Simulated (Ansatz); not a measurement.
# InSb2As3: a trial structure relaxed

The task: take a trial cell of InSb2As3 to zero force and stress.

Method: DFT PBE, scalar-relativistic, plane waves, PAW, in Ansatz 0.2.0.

## Step 1: Starting point

The structure is tetragonal, space group P4/mmm (No. 123). Conventional cell: a = 4.854 Å, b = 4.854 Å, c = 7.296 Å, α = 90.00°, β = 90.00°, γ = 90.00°. Around In (site symmetry 4/mmm) lie 2 Sb at 1.99 Å. Sb (site symmetry 4mm) is surrounded by 1 In at 1.99 Å. As (site symmetry mmm) is surrounded by 4 Sb at 2.94 Å. As (site symmetry 4/mmm) has 4 In at 3.43 Å as nearest neighbours.

Structure file:

```xyz
6
Lattice="4.8537 0.0000 0.0000 0.0000 4.8537 0.0000 0.0000 0.0000 7.2961" Properties=species:S:1:pos:R:3 pbc="T T T"
In    0.0000    0.0000    0.0000
Sb    0.0000    0.0000    1.9904
Sb    0.0000    0.0000    5.3057
As    2.4268    0.0000    3.6481
As    0.0000    2.4268    3.6481
As    2.4268    2.4268    0.0000
```

Recipe of the guess: random cell by space group and Wyckoff sites (P4/mmm, No. 123). Lengths come from tabulated atomic sizes and are only a guess.

## Step 2: A first look at the guess

The input, input.yaml:

```yaml
crystal:
  lattice:
    - [4.85366754, 0.0, 0.0]
    - [0.0, 4.85366754, 0.0]
    - [0.0, 0.0, 7.29611087]
  atoms:
    - { symbol: In, position: [0.0, 0.0, 0.0] }
    - { symbol: Sb, position: [0.0, 0.0, 0.27280356] }
    - { symbol: Sb, position: [0.0, 0.0, 0.72719644] }
    - { symbol: As, position: [0.5, 0.0, 0.5] }
    - { symbol: As, position: [0.0, 0.5, 0.5] }
    - { symbol: As, position: [0.5, 0.5, 0.0] }
basis:
  ecutwfc: 420
kpoints:
  mp_grid: { grid: [4, 4, 4] }
hamiltonian:
  xc: pbe
scf:
  occupations: { method: gaussian, width: 0.1 }
  lower_state_search: "off"
output:
  forces: true
  stress: true
  eigenvalues: true
```

Launch:

```console
ansatz run input.yaml --threads 1 --pin off --max-ram 2560MiB --backend cpu --events-out ev --progress --plain --runs-dir out
```

Further runs follow: rough relaxation on the coarse mesh; relaxation on the finer mesh.

Q: Predict the outcome of this session. Wanted: conventional cell; volume; energy over the elements; gap on the mesh.

The runs gave:

```
                              quantity                                                                       value
symmetry at the end (tolerance 0.05 Å)                                                space group P4/mmm (No. 123)
                     conventional cell  a = 3.962 Å, b = 3.962 Å, c = 10.596 Å, α = 90.00°, β = 90.00°, γ = 90.00°
                                volume                                                               27.72 Å³/atom
              energy over the elements                                                               +0.36 eV/atom
                       gap on the mesh                                                                none (metal)
```

The space group P4/mmm (No. 123) is kept, and the volume per atom shrinks by 3.2 % from the first guess. With a positive formation energy it can't be a ground state. No finished test with a distortion of lower symmetry is shown, so the end may be a saddle point. Spin-orbit coupling is left out for Sb. Where forces pass 15 eV/Å atoms stand far too close, the PAW spheres overlap strongly and those numbers are rough.
